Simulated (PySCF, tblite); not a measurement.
# C4H4F4S: a rotation path, then NMR shifts on frames, part 2 of 2

tblite 0.8.0 and PySCF 2.14.0. Atoms count from 0. The steps go on from the part before.

### Step 5. Nuclear shieldings: image 4, PBE0/pcSseg-1

Job settings and geometry (Å):

```
{"job": {"kind": "nmr", "xc": "PBE0", "basis": "pcSseg-1", "pop": false}, "charge": 0, "multiplicity": 1}
F     -1.476600    -0.021500     1.569900
C     -1.650600     0.469300     0.304300
C     -0.766600    -0.223900    -0.686600
S     -1.149000    -0.266700    -2.256700
C      0.498200    -0.836500    -0.156000
C      1.590700     0.213600     0.095000
F      1.936300     0.283600     1.385300
F      1.229600     1.452900    -0.268100
F      2.707400    -0.068900    -0.585000
H     -1.403800     1.540500     0.338600
H     -2.706600     0.350800     0.041700
H      0.888200    -1.562500    -0.871300
H      0.298600    -1.330100     0.799600
```

With the program's defaults for keys left out, this is: GIAO PBE0/pcSseg-1 NMR shielding, non-relativistic, gas phase.

Standard output:

```text
coarse grid: 12792 points
cycle   1  E = -951.3585686419  dE =  1.407e+00  |g| = 1.001e+00  |ddm| = 3.303e+00
cycle   2  E = -951.0745510885  dE =  2.840e-01  |g| = 1.632e+00  |ddm| = 1.651e+00
cycle   3  E = -951.5246915588  dE = -4.501e-01  |g| = 2.158e-01  |ddm| = 1.238e+00
cycle   4  E = -951.5346486459  dE = -9.957e-03  |g| = 9.592e-02  |ddm| = 3.131e-01
cycle   5  E = -951.5370676087  dE = -2.419e-03  |g| = 1.652e-02  |ddm| = 1.147e-01
cycle   6  E = -951.5371234001  dE = -5.579e-05  |g| = 3.504e-03  |ddm| = 1.591e-02
cycle   7  E = -951.5371258477  dE = -2.448e-06  |g| = 7.735e-04  |ddm| = 3.170e-03
final grid: 124488 points
cycle   8  E = -951.6183800008  dE = -4.466e-05  |g| = 1.070e-02  |ddm| = 2.926e-02
cycle   9  E = -951.6183011083  dE =  7.889e-05  |g| = 2.060e-02  |ddm| = 2.868e-02
cycle  10  E = -951.6184057919  dE = -1.047e-04  |g| = 2.270e-03  |ddm| = 2.168e-02
cycle  11  E = -951.6184070115  dE = -1.220e-06  |g| = 3.886e-04  |ddm| = 2.251e-03
cycle  12  E = -951.6184070347  dE = -2.328e-08  |g| = 1.334e-04  |ddm| = 2.923e-04
cycle  13  E = -951.6184070375  dE = -2.749e-09  |g| = 3.222e-05  |ddm| = 9.201e-05
cycle  14  E = -951.6184070378  dE = -2.647e-10  |g| = 5.087e-06  |ddm| = 4.650e-05
converged SCF energy = -951.6184070378

GIAO shielding tensors (ppm)
atom      isotropic    diamagn.    paramagn.     s11        s22        s33       span
  0 F      394.406     474.309     -79.903    344.192    366.421    472.605    128.414
  1 C       90.664     240.448    -149.785     69.930     78.911    123.150     53.220
  2 C      -80.608     260.815    -341.423   -246.077   -131.092    135.346    381.423
  3 S     -579.546    1056.370   -1635.916  -2013.893   -391.401    666.657   2680.550
  4 C      128.425     250.862    -122.437    101.640    128.786    154.850     53.209
  5 C       54.959     239.841    -184.882     51.038     51.768     62.071     11.033
  6 F      235.539     472.519    -236.981    169.913    204.169    332.533    162.619
  7 F      249.617     475.726    -226.109    170.435    247.569    330.846    160.411
  8 F      233.119     470.353    -237.234    169.481    195.966    333.909    164.428
  9 H       25.733      27.567      -1.834     24.335     24.763     28.102      3.768
 10 H       26.001      27.529      -1.528     21.134     26.597     30.273      9.140
 11 H       27.770      29.876      -2.106     24.837     27.857     30.617      5.779
 12 H       26.799      29.638      -2.839     24.672     27.055     28.671      3.999
```

It took 19 s on 1 thread of Arm Neoverse V2, shared host; peak memory 0.87 GiB.

In short: δ C2 267.5, C5 132.0, C1 96.3, C4 58.5, H9 5.98, H10 5.72 ppm.

### Step 6. Shielding tensors: image 6, PBE0/pcSseg-1

Job settings and geometry (Å):

```
{"job": {"kind": "nmr", "xc": "PBE0", "basis": "pcSseg-1", "pop": false}, "charge": 0, "multiplicity": 1}
F     -1.524200     0.105600     1.519000
C     -1.655500     0.506100     0.216700
C     -0.745200    -0.260500    -0.694500
S     -1.078900    -0.414200    -2.269000
C      0.491600    -0.845700    -0.075900
C      1.587800     0.205500     0.126000
F      2.324300    -0.058900     1.211400
F      1.112700     1.449100     0.277600
F      2.432500     0.249200    -0.909500
H     -1.402000     1.575500     0.185400
H     -2.703700     0.374900    -0.069400
H      0.901700    -1.628900    -0.716400
H      0.254500    -1.257200     0.909300
```

With the program's defaults for keys left out, this is: GIAO PBE0/pcSseg-1 NMR shielding, non-relativistic, gas phase.

Standard output:

```text
coarse grid: 12792 points
cycle   1  E = -951.3618392686  dE =  1.409e+00  |g| = 9.978e-01  |ddm| = 3.301e+00
cycle   2  E = -951.0800871594  dE =  2.818e-01  |g| = 1.625e+00  |ddm| = 1.639e+00
cycle   3  E = -951.5269993312  dE = -4.469e-01  |g| = 2.152e-01  |ddm| = 1.228e+00
cycle   4  E = -951.5369013760  dE = -9.902e-03  |g| = 9.537e-02  |ddm| = 3.109e-01
cycle   5  E = -951.5392923266  dE = -2.391e-03  |g| = 1.637e-02  |ddm| = 1.137e-01
cycle   6  E = -951.5393470414  dE = -5.471e-05  |g| = 3.502e-03  |ddm| = 1.588e-02
cycle   7  E = -951.5393494836  dE = -2.442e-06  |g| = 7.630e-04  |ddm| = 3.147e-03
final grid: 124488 points
cycle   8  E = -951.6206441787  dE = -4.593e-05  |g| = 1.060e-02  |ddm| = 3.067e-02
cycle   9  E = -951.6205658379  dE =  7.834e-05  |g| = 2.046e-02  |ddm| = 2.855e-02
cycle  10  E = -951.6206697536  dE = -1.039e-04  |g| = 2.204e-03  |ddm| = 2.149e-02
cycle  11  E = -951.6206709034  dE = -1.150e-06  |g| = 3.979e-04  |ddm| = 2.175e-03
cycle  12  E = -951.6206709282  dE = -2.478e-08  |g| = 1.320e-04  |ddm| = 2.972e-04
cycle  13  E = -951.6206709308  dE = -2.635e-09  |g| = 3.254e-05  |ddm| = 9.237e-05
cycle  14  E = -951.6206709311  dE = -2.669e-10  |g| = 4.281e-06  |ddm| = 4.631e-05
converged SCF energy = -951.6206709311

GIAO shielding tensors (ppm)
atom      isotropic    diamagn.    paramagn.     s11        s22        s33       span
  0 F      394.284     474.350     -80.066    343.442    366.185    473.226    129.785
  1 C       89.946     240.248    -150.302     70.013     78.677    121.149     51.136
  2 C      -80.999     261.026    -342.024   -245.303   -132.621    134.928    380.231
  3 S     -586.366    1056.331   -1642.697  -2042.784   -391.452    675.139   2717.923
  4 C      129.286     250.858    -121.572    101.448    132.294    154.115     52.667
  5 C       54.627     240.171    -185.544     51.175     52.542     60.163      8.988
  6 F      238.392     471.256    -232.863    162.178    219.829    333.170    170.992
  7 F      254.163     476.131    -221.968    176.225    250.640    335.625    159.400
  8 F      241.885     471.510    -229.624    162.902    226.505    336.249    173.347
  9 H       25.662      27.537      -1.875     24.110     24.903     27.973      3.863
 10 H       26.012      27.541      -1.529     21.169     26.603     30.264      9.095
 11 H       27.875      29.631      -1.756     25.137     27.685     30.803      5.666
 12 H       26.878      29.827      -2.949     24.364     27.238     29.032      4.668
```

It took 19 s on 1 thread of Arm Neoverse V2, shared host; peak memory 0.87 GiB.

This run: δ C2 267.9, C5 132.3, C1 97.0, C4 57.6, H9 6.05, H10 5.70 ppm.

### Step 7. NMR shieldings: image 8, PBE0/pcSseg-1

Job settings and geometry (Å):

```
{"job": {"kind": "nmr", "xc": "PBE0", "basis": "pcSseg-1", "pop": false}, "charge": 0, "multiplicity": 1}
F     -1.613600     0.209600     1.459700
C     -1.656100     0.535800     0.132000
C     -0.719200    -0.302600    -0.682700
S     -0.973200    -0.535200    -2.262600
C      0.484200    -0.861400     0.019400
C      1.576200     0.197300     0.146700
F      2.630000    -0.274400     0.822800
F      1.162000     1.295300     0.790400
F      2.029400     0.603100    -1.044700
H     -1.372200     1.595100     0.055600
H     -2.689500     0.415200    -0.207700
H      0.906600    -1.690900    -0.550600
H      0.231100    -1.186500     1.032400
```

Level: GIAO PBE0/pcSseg-1 NMR shielding, non-relativistic, gas phase.

Standard output:

```text
coarse grid: 12792 points
cycle   1  E = -951.3641788969  dE =  1.415e+00  |g| = 9.986e-01  |ddm| = 3.306e+00
cycle   2  E = -951.0767727551  dE =  2.874e-01  |g| = 1.634e+00  |ddm| = 1.662e+00
cycle   3  E = -951.5294591508  dE = -4.527e-01  |g| = 2.186e-01  |ddm| = 1.249e+00
cycle   4  E = -951.5397505182  dE = -1.029e-02  |g| = 9.562e-02  |ddm| = 3.152e-01
cycle   5  E = -951.5421565754  dE = -2.406e-03  |g| = 1.624e-02  |ddm| = 1.145e-01
cycle   6  E = -951.5422102152  dE = -5.364e-05  |g| = 3.528e-03  |ddm| = 1.592e-02
cycle   7  E = -951.5422127041  dE = -2.489e-06  |g| = 7.523e-04  |ddm| = 3.166e-03
final grid: 124488 points
cycle   8  E = -951.6230525807  dE = -4.318e-05  |g| = 1.070e-02  |ddm| = 2.951e-02
cycle   9  E = -951.6229725642  dE =  8.002e-05  |g| = 2.071e-02  |ddm| = 2.887e-02
cycle  10  E = -951.6230784683  dE = -1.059e-04  |g| = 2.227e-03  |ddm| = 2.168e-02
cycle  11  E = -951.6230796439  dE = -1.176e-06  |g| = 3.856e-04  |ddm| = 2.196e-03
cycle  12  E = -951.6230796665  dE = -2.264e-08  |g| = 1.297e-04  |ddm| = 2.967e-04
cycle  13  E = -951.6230796691  dE = -2.575e-09  |g| = 3.162e-05  |ddm| = 9.462e-05
cycle  14  E = -951.6230796694  dE = -2.572e-10  |g| = 4.901e-06  |ddm| = 4.521e-05
converged SCF energy = -951.6230796694

GIAO shielding tensors (ppm)
atom      isotropic    diamagn.    paramagn.     s11        s22        s33       span
  0 F      394.841     474.037     -79.196    346.968    366.575    470.981    124.013
  1 C       90.442     240.154    -149.713     70.002     79.198    122.126     52.125
  2 C      -80.300     261.281    -341.581   -244.256   -131.977    135.335    379.591
  3 S     -608.198    1056.383   -1664.582  -2092.500   -406.707    674.612   2767.112
  4 C      130.269     250.424    -120.155    101.203    135.449    154.154     52.952
  5 C       54.811     241.058    -186.247     51.914     53.519     59.001      7.087
  6 F      246.737     470.514    -223.777    161.609    241.284    337.317    175.707
  7 F      253.947     475.799    -221.851    171.957    252.825    337.060    165.103
  8 F      251.353     473.436    -222.083    165.106    259.948    329.006    163.900
  9 H       25.767      27.595      -1.828     24.085     24.977     28.239      4.154
 10 H       25.989      27.478      -1.489     21.081     26.606     30.281      9.200
 11 H       28.028      29.626      -1.598     24.721     28.067     31.295      6.574
 12 H       26.946      29.633      -2.687     24.028     27.710     29.101      5.073
```

It took 19 s on 1 thread of Arm Neoverse V2, shared host; peak memory 0.87 GiB.

This run: δ C2 267.2, C5 132.1, C1 96.5, C4 56.7, H9 5.95, H10 5.73 ppm.

### Step 8. Side by side: NMR shifts

Shifts (ppm) of some atoms, chosen among heavy atoms and hydrogens apart, with basis size and wall time:

| frame | C4 | H9 | H11 | F8 | F7 | F6 | S3 | functions | time |
| --- | --- | --- | --- | --- | --- | --- | --- | --- | --- |
| image 0 | 56.6 | 5.95 | 3.69 | -75.7 | -80.2 | -82.8 | 1110 | 180 | 25 s |
| image 2 | 57.8 | 5.87 | 3.82 | -69.0 | -79.3 | -73.7 | 1100 | 180 | 20 s |
| image 4 | 58.5 | 5.98 | 3.95 | -62.2 | -78.7 | -64.6 | 1083 | 180 | 19 s |
| image 6 | 57.6 | 6.05 | 3.84 | -70.9 | -83.2 | -67.4 | 1090 | 180 | 19 s |
| image 8 | 56.7 | 5.95 | 3.69 | -80.4 | -83.0 | -75.8 | 1112 | 180 | 19 s |

### Step 9. What came out

What follows sums up all 2 parts.

| quantity | value |
| --- | --- |
| barrier | 0.075 eV (1.7 kcal/mol) at image 4 |
| end to end (GFN2-xTB) | 0.000 eV |
| ¹³C shifts against TMS (PBE0/pcSseg-1, image 0) | 267.4, 132.1, 96.6, 56.6 ppm |
| ¹H shifts against TMS (PBE0/pcSseg-1, image 0) | 5.95, 5.74, 4.76, 3.69 ppm |
| ¹⁹F shifts against CFCl3 (PBE0/pcSseg-1, image 0) | -75.7, -80.2, -82.8, -223.6 ppm |
| ³³S shifts against CS2 (PBE0/pcSseg-1, image 0) | 1110 ppm |
| surface potential, 1st and 99th percentile | -0.64 V and 1.25 V |
| range of the shift of S3 | 1083 to 1112 ppm |

In words: Along the band the dihedral turns by 120°, and the top (dihedral -3°) lies 1.7 kcal/mol above the start (GFN2-xTB, rough), so at room temperature this motion is fast. The top was not checked by a frequency run. Shifts at one fixed geometry are not the observed spectrum, which averages over the motion. In the first frame run (image 0): The widest tensor belongs to S3: span 2763 ppm, with a paramagnetic part of -1663 ppm. At PBE0/pcSseg-1, counted by nearest atom on the grid, the HOMO lies on S3 82 %, the LUMO on S3 42 %; C2 41 %. Across the 5 runs the shift of S3 moves most, between 1083 (image 4) and 1112 ppm (image 8).
